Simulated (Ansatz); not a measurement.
# C₂H₆GaNO₃: small, medium and large basis sets

The task here is to estimate one member of a computed series from the others.

The runs use Ansatz 0.2.0, Gaussian basis; one geometry, several basis sets.

The runs, in order: PBE0-D4/def2-SVP; ωB97M-V/def2-SVP; PBE0-D4/def2-QZVPP; ωB97M-V/def2-QZVPP; the functionals' def2-TZVPP values are taken from earlier runs.

## The relaxed structure

All runs share one geometry, relaxed beforehand with PBE0-D4 in a triple-zeta def2 set.

SMILES `CC#[N+][Ga-]([OH])([OH])[OH]`, 13 atoms, charge 0, spin multiplicity 1.

Atoms are counted from 1 here; the program's logs count them from 0.

Bond lengths: C1–C2 1.443 Å, C1–H8 1.091 Å, C1–H9 1.091 Å, C1–H10 1.091 Å, C2–N3 1.142 Å, N3–Ga4 2.131 Å, Ga4–O5 1.801 Å, Ga4–O6 1.801 Å, Ga4–O7 1.801 Å, O5–H11 0.959 Å, O6–H12 0.959 Å, O7–H13 0.959 Å. Angles: C2–C1–H8 109.6°, C2–C1–H9 109.6°, C2–C1–H10 109.6°, H8–C1–H9 109.3°, H8–C1–H10 109.3°, H9–C1–H10 109.3°, C1–C2–N3 180.0°, C2–N3–Ga4 180.0°, N3–Ga4–O5 98.8°, N3–Ga4–O6 98.8°, N3–Ga4–O7 98.8°, O5–Ga4–O6 117.7°, O5–Ga4–O7 117.7°, O6–Ga4–O7 117.7°, Ga4–O5–H11 111.8°, Ga4–O6–H12 111.7°, Ga4–O7–H13 111.8°.

Coordinates:

```
C     1.1870   -0.8795    2.5819
C     0.6119   -0.4540    1.3291
N     0.1565   -0.1170    0.3372
Ga   -0.6937    0.5117   -1.5128
O     0.4645   -0.2907   -2.6350
O    -0.5478    2.2934   -1.2919
O    -2.3277   -0.2238   -1.3288
H     0.5145   -1.5840    3.0735
H     2.1468   -1.3649    2.3986
H     1.3383   -0.0139    3.2287
H     1.0266    0.3458   -3.0802
H    -1.4031    2.7063   -1.1605
H    -2.4533   -0.9642   -1.9248
```

Set-up of the first run:

in.yaml

```yaml
crystal:
  periodic: [false, false, false]
  atoms:
    - {symbol: C, position_ang: [1.187013, -0.879501, 2.581859]}
    - {symbol: C, position_ang: [0.611884, -0.453962, 1.329118]}
    - {symbol: N, position_ang: [0.156457, -0.116967, 0.337180]}
    - {symbol: Ga, position_ang: [-0.693718, 0.511687, -1.512816]}
    - {symbol: O, position_ang: [0.464543, -0.290673, -2.634962]}
    - {symbol: O, position_ang: [-0.547823, 2.293402, -1.291919]}
    - {symbol: O, position_ang: [-2.327707, -0.223752, -1.328844]}
    - {symbol: H, position_ang: [0.514531, -1.584042, 3.073507]}
    - {symbol: H, position_ang: [2.146796, -1.364948, 2.398602]}
    - {symbol: H, position_ang: [1.338259, -0.013935, 3.228689]}
    - {symbol: H, position_ang: [1.026603, 0.345765, -3.080205]}
    - {symbol: H, position_ang: [-1.403064, 2.706309, -1.160479]}
    - {symbol: H, position_ang: [-2.453275, -0.964183, -1.924829]}
basis:
  gaussian: {orbitals: def2-SVP}
hamiltonian: {xc: pbe0, dispersion: d4}
output: {orbitals: {seedname: orbitals}}
```

Launch:

```bash
$ ansatz run in.yaml --threads 4 --pin off --events-out ev --progress --plain --max-ram 11315MiB
```

Steps of the session up to this table: PBE0-D4 in def2-SVP; ωB97M-V in def2-SVP; PBE0-D4 in def2-QZVPP; ωB97M-V in def2-QZVPP.

One table of the session follows, with a row left open; its other results are not shown here.

It belongs to the step «Density functionals: the series». 

```
functional       basis  HOMO (eV)  LUMO (eV)
   PBE0-D4    def2-SVP      -7.29      -0.38
   PBE0-D4  def2-TZVPP      -7.64      -0.50
   PBE0-D4  def2-QZVPP      -7.74      -0.56
   ωB97M-V    def2-SVP          ?          ?
   ωB97M-V  def2-TZVPP     -10.15       1.59
   ωB97M-V  def2-QZVPP     -10.25       0.81
```

Estimate the missing values for ωB97M-V, def2-SVP.

**Answer.** HOMO (eV): -9.76; LUMO (eV): 1.88. In the column «HOMO (eV)» it lies between ωB97M-V, def2-TZVPP (-10.15) and PBE0-D4, def2-QZVPP (-7.74).
